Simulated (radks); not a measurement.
**Shell filling in a jellium sphere with rs = 3.29 bohr, N = 21 to 25**

Which level does each new electron take in a jellium sphere with rs = 3.29 bohr, and at which counts is the cluster hardest to charge further? Each count tries a few candidate levels and keeps the lowest. The background charge grows with the count, so each cluster is neutral; its cation and anion are computed too.

Program: radks, version 2. Model: non-relativistic spin-polarised Kohn-Sham, LDA (Slater exchange, Perdew-Wang correlation), spherically averaged shells. All values are calculated.

### 1 The system

* well: a jellium sphere with rs = 3.29 bohr
* functional: LDA (Slater exchange, Perdew-Wang correlation)
* levels: named by radial order: 1s, 1p, 1d, 2s, 1f and so on
* units: hartree and bohr; summary energies in eV
* configuration carried in: 1s2 1p6 1d10 2s2 (N = 20, energy -1.305136)

After this run come: N = 21; Electron number 22; 23 electrons; N = 24; Electron number 25.

**Question.** What will these runs give? Wanted: closed shells at N; largest second difference; most unpaired electrons; ionisation energies; configuration at N = 25.

**Answer**, as computed:

```
                 quantity                                  value
       closed shells at N                     none in this range
largest second difference  -0.132 eV at N = 24 (of N = 21 to 24)
  most unpaired electrons                            5 at N = 25
      ionisation energies                        3.68 to 4.19 eV
  configuration at N = 25      1s2 1p6 1d10 2s2 1f(up 5, down 0)
```

**Reading.** No closed-shell configuration falls in this range. Among the lowest states kept at each count, up to 5 electrons are unpaired (N = 25), since exchange favours parallel spins. The anion gave no bound, converged state at N = 21; semilocal functionals bind extra electrons too weakly, through self-interaction. The ions keep the filling of the neutral cluster, less or plus one electron, without a search of their own. Spherical averaging forbids deformation, and the greedy search can miss a lower configuration.
